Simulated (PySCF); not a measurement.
# C₁₃H₁₈N₃+: core binding energies, electronic excitations

Wanted: core binding energies, electronic excitations for C₁₃H₁₈N₃+ (`CN(C)/C=C/c1n(C)c2ccccc2[n+]1C`).

Computed with PySCF 2.14.0 and routines of our own; the level stands in each step. Atoms count from 0.

## 1. The starting structure

34 atoms, charge 1, multiplicity 1; geometry from: GFN2-xTB.

## 2. Core binding energies: delta-SCF UKS SCAN, pcX-2 on the ionised atom, pcseg-1

What the job is given:

```
{"job": {"kind": "xps", "atoms": [6, 11, 14]}, "charge": 1, "multiplicity": 1}
C      4.304788    -1.594197    -0.423210
N      3.427657    -0.576875     0.099984
C      4.068332     0.552380     0.731450
C      2.112209    -0.638883    -0.067475
C      1.216327     0.346746     0.256816
C     -0.185896     0.262450     0.122576
N     -0.978720     1.358850     0.025712
C     -0.524883     2.723795     0.012096
C     -2.293442     0.953973    -0.083447
C     -3.479505     1.662571    -0.206553
C     -4.645779     0.927714    -0.302653
C     -4.636826    -0.465482    -0.275414
C     -3.460820    -1.179950    -0.145739
C     -2.286034    -0.449782    -0.047866
N     -0.967711    -0.844737     0.091624
C     -0.569642    -2.207101     0.323788
H      3.734730    -2.374495    -0.921601
H      5.000834    -1.157937    -1.142917
H      4.883414    -2.046570     0.384820
H      4.110978     1.411333     0.056496
H      3.530401     0.836561     1.635503
H      5.083900     0.279373     1.006959
H      1.764628    -1.544742    -0.542096
H      1.585317     1.300493     0.596045
H      0.322575     2.835996    -0.664462
H     -0.232036     3.045990     1.014009
H     -1.334862     3.359377    -0.336162
H     -3.502648     2.739726    -0.224728
H     -5.587079     1.444026    -0.396516
H     -5.570215    -0.997827    -0.357135
H     -3.464213    -2.257528    -0.125043
H     -0.307308    -2.712322    -0.608369
H      0.277454    -2.235488     1.008972
H     -1.403993    -2.739684     0.778305
```

With the program's defaults for keys left out, this is: delta-SCF UKS SCAN, pcX-2 on the ionised atom, pcseg-1 elsewhere, spin-free X2C (atomic blocks).

Started as:

```sh
$ OMP_NUM_THREADS=1 python large_run.py task.json out
```

One launch serves the whole session: the jobs run in the order shown.

The program printed:

```text
ground state, core basis on atom 6 (N), 345 functions
  cycle   1  E = -669.99289628  |g| = 6.67e-01
  cycle   2  E = -669.73372644  |g| = 1.15e+00
  cycle   3  E = -670.09107372  |g| = 2.81e-01
  cycle   4  E = -670.11131868  |g| = 1.08e-01
  cycle   5  E = -670.11357967  |g| = 6.75e-02
  cycle   6  E = -670.11476183  |g| = 1.52e-02
  cycle   7  E = -670.11481578  |g| = 6.23e-03
  cycle   8  E = -670.11482402  |g| = 1.33e-03
  cycle   9  E = -670.11482448  |g| = 1.08e-03
  cycle  10  E = -670.11482483  |g| = 2.69e-04
  E(ground) = -670.15484064 Eh
hole in N 1s of atom 6
  cycle   1  E = -654.32299680  |g| = 1.89e+00
  cycle   2  E = -651.04072438  |g| = 3.13e+00
  cycle   3  E = -654.52138666  |g| = 9.53e-01
  cycle   4  E = -654.63347295  |g| = 8.73e-01
  cycle   5  E = -654.99056907  |g| = 3.67e-01
  cycle   6  E = -655.04835835  |g| = 1.65e-01
  cycle   7  E = -655.05981359  |g| = 6.96e-02
  cycle   8  E = -655.06227983  |g| = 2.31e-02
  cycle   9  E = -655.06254821  |g| = 8.64e-03
  cycle  10  E = -655.06258659  |g| = 2.94e-03
  cycle  11  E = -655.06258957  |g| = 2.12e-03
  E(ion) = -655.10163108 Eh   <S^2> = 0.7664   hole on atom = 1.000   binding energy = 409.619 eV
ground state, core basis on atom 11 (C), 345 functions
  cycle   1  E = -670.10443799  |g| = 5.79e-02
  cycle   2  E = -670.10435624  |g| = 2.67e-02
  cycle   3  E = -670.10427843  |g| = 3.10e-02
  cycle   4  E = -670.10450951  |g| = 8.72e-03
  cycle   5  E = -670.10453132  |g| = 1.39e-03
  cycle   6  E = -670.10453148  |g| = 5.78e-04
  cycle   7  E = -670.10453103  |g| = 1.82e-04
  E(ground) = -670.14683905 Eh
hole in C 1s of atom 11
  cycle   1  E = -658.74008450  |g| = 1.52e+00
  cycle   2  E = -656.73226179  |g| = 2.24e+00
  cycle   3  E = -658.76039096  |g| = 9.23e-01
  cycle   4  E = -659.22464269  |g| = 4.52e-01
  cycle   5  E = -659.31865742  |g| = 2.10e-01
  cycle   6  E = -659.33231064  |g| = 1.39e-01
  cycle   7  E = -659.34238496  |g| = 3.99e-02
  cycle   8  E = -659.34310112  |g| = 1.71e-02
  cycle   9  E = -659.34326540  |g| = 7.54e-03
  cycle  10  E = -659.34331749  |g| = 4.33e-03
  cycle  11  E = -659.34336167  |g| = 3.50e-03
  cycle  12  E = -659.34339690  |g| = 2.64e-03
  cycle  13  E = -659.34343127  |g| = 1.82e-03
  cycle  14  E = -659.34344035  |g| = 1.17e-03
  E(ion) = -659.38529059 Eh   <S^2> = 0.7954   hole on atom = 1.000   binding energy = 292.837 eV
```

It took 3.5 min on 1 thread of Arm Neoverse N1, shared host; peak memory 0.68 GiB.

The holes in one table. −ε is the ground-state orbital energy:

```csv
hole,stands for,environment,ΔSCF (eV),−ε (eV),⟨S²⟩
N1s on N6,"N6, N14",nitrogen of a delocalised unit,409.62,391.6,0.766
C1s on C11,"C10, C11",aromatic CH,292.84,276.9,0.795
```

Each hole run stands for the others of its class of like atoms.

## 3. Electronic excitations: TDDFT CAM-B3LYP/6-31G* in toluene

Settings changed since step 2:

```diff
@@ -1,2 +1,2 @@
-{"job": {"kind": "xps", "atoms": [6, 11, 14]}, "charge": 1, "multiplicity": 1}
+{"job": {"kind": "uv", "basis": "6-31G*", "grid": 1, "kgrid": 0, "vcut": null, "nstates": 8, "ntriplets": 0, "tda": false, "delta": [], "pop": false, "xc": "CAM-B3LYP", "solvent": "toluene", "pol": false}, "charge": 1, "multiplicity": 1}
 C      4.304788    -1.594197    -0.423210
```

Method: TDDFT CAM-B3LYP/6-31G*, vertical, IEF-PCM toluene (non-equilibrium linear response), core orbitals frozen in the response.

The program printed:

```text
start: PBE on a coarse grid of 27012 points
cycle   1  E = -669.4778627172  dE =  2.587e+00  |g| = 7.534e-01  |ddm| = 6.094e+00
cycle   2  E = -669.1593816224  dE =  3.185e-01  |g| = 1.324e+00  |ddm| = 2.127e+00
cycle   3  E = -669.6019459317  dE = -4.426e-01  |g| = 3.227e-01  |ddm| = 1.614e+00
cycle   4  E = -669.6287471116  dE = -2.680e-02  |g| = 1.095e-01  |ddm| = 4.790e-01
cycle   5  E = -669.6310719447  dE = -2.325e-03  |g| = 6.403e-02  |ddm| = 1.788e-01
cycle   6  E = -669.6320408881  dE = -9.689e-04  |g| = 1.677e-02  |ddm| = 8.035e-02
cycle   7  E = -669.6321031710  dE = -6.228e-05  |g| = 6.430e-03  |ddm| = 2.207e-02
final grid: 116443 points
cycle   8  E = -669.9343908045  dE = -1.020e-02  |g| = 5.832e-02  |ddm| = 4.087e-01
cycle   9  E = -669.9347610616  dE = -3.703e-04  |g| = 5.091e-02  |ddm| = 1.004e-01
cycle  10  E = -669.9353126440  dE = -5.516e-04  |g| = 1.218e-02  |ddm| = 4.254e-02
cycle  11  E = -669.9353426798  dE = -3.004e-05  |g| = 4.871e-03  |ddm| = 1.479e-02
cycle  12  E = -669.9353530106  dE = -1.033e-05  |g| = 1.263e-03  |ddm| = 6.478e-03
cycle  13  E = -669.9353513018  dE =  1.709e-06  |g| = 4.517e-04  |ddm| = 1.827e-03
cycle  14  E = -669.9353517950  dE = -4.931e-07  |g| = 1.676e-04  |ddm| = 8.043e-04
cycle  15  E = -669.9353532848  dE = -1.490e-06  |g| = 4.429e-05  |ddm| = 2.429e-04
converged SCF energy = -669.9353532848

Singlet excitations
state   eV       nm        f      main configurations
  1   4.1240    300.6   1.16504   H->L 0.96
  2   5.3389    232.2   0.06935   H-1->L 0.82, H->L+2 0.12
  3   5.4957    225.6   0.07450   H->L+1 0.41, H-2->L 0.26, H-1->L+2 0.26
  4   6.2220    199.3   0.01302   H-2->L 0.60, H->L+1 0.33
  5   6.2435    198.6   0.20131   H->L+2 0.74, H-1->L 0.15
  6   6.8204    181.8   0.49844   H-1->L+2 0.63, H->L+1 0.20, H-2->L 0.09
  7   6.9059    179.5   0.09543   H-1->L+1 0.85
  8   7.2000    172.2   0.11680   H->L+3 0.88
```

It took 1.8 min on 1 thread of Arm Neoverse N1, shared host; peak memory 0.89 GiB.

Frontier orbitals and where they lie:

```csv
orbital,eV,atoms
HOMO−4,-12.18,"C3 25 %, N1 14 %, C4 9 %"
HOMO−3,-11.72,"N6 22 %, N14 21 %, C8 9 %"
HOMO−2,-10.05,"C10 15 %, C11 15 %, N1 15 %"
HOMO−1,-9.35,"C12 27 %, C9 27 %, N14 11 %"
HOMO,-8.24,"C4 26 %, N1 18 %, C13 8 %"
LUMO,-1.52,"C3 23 %, C5 23 %, N1 10 %"
LUMO+1,0.21,"C9 23 %, C12 22 %, C13 11 %"
LUMO+2,0.30,"C11 26 %, C10 22 %, C8 22 %"
LUMO+3,1.79,"C4 22 %, C5 17 %, C3 17 %"
```

With each of the 8 states as a Gaussian band of 0.4 eV half-width at 1/e, the curve within the window shown has maxima at 300 nm (ε 47,000), 227 nm (ε 5,700), 181 nm (ε 27,000) L/(mol cm). Beyond the last state computed it falls off for lack of states. The curve at chosen wavelengths:

nm, ε (L/mol/cm) and a bar:
```
      165       4246 #
      172      15431 #########
      180      26797 ################
      187      22125 #############
      195      13734 ########
      202       9410 #####
      210       5711 ##
      217       4947 ##
      225       5675 ##
      232       5442 ##
      239       4077 #
      247       2489 
      254       2391 
      262       5221 ##
      269      11311 ######
      277      22263 #############
      284      33230 #####################
      291      42303 ###########################
      299      47074 ##############################
      306      45484 #############################
      314      38579 ########################
      321      30382 ###################
      329      21074 #############
      336      14267 ########
      344       8531 ####
      351       5168 ##
```

Ground-state properties from the same run:

```csv
property,computed
HOMO–LUMO gap (eV),6.73
−ε(HOMO) (eV),8.24
```

## 4. Summary of results

| quantity | value |
| --- | --- |
| N1s binding energies, SCAN/pcX-2 (standing for 2 of 3 atoms) | N6 409.62 eV |
| C1s binding energies, SCAN/pcX-2 (standing for 2 of 13 atoms) | C11 292.84 eV |
| lowest singlet (CAM-B3LYP/6-31G*) | 4.12 eV (301 nm), f = 1.165 |

The first singlet state (HOMO→LUMO 0.96) lies at 4.12 eV and is bright.
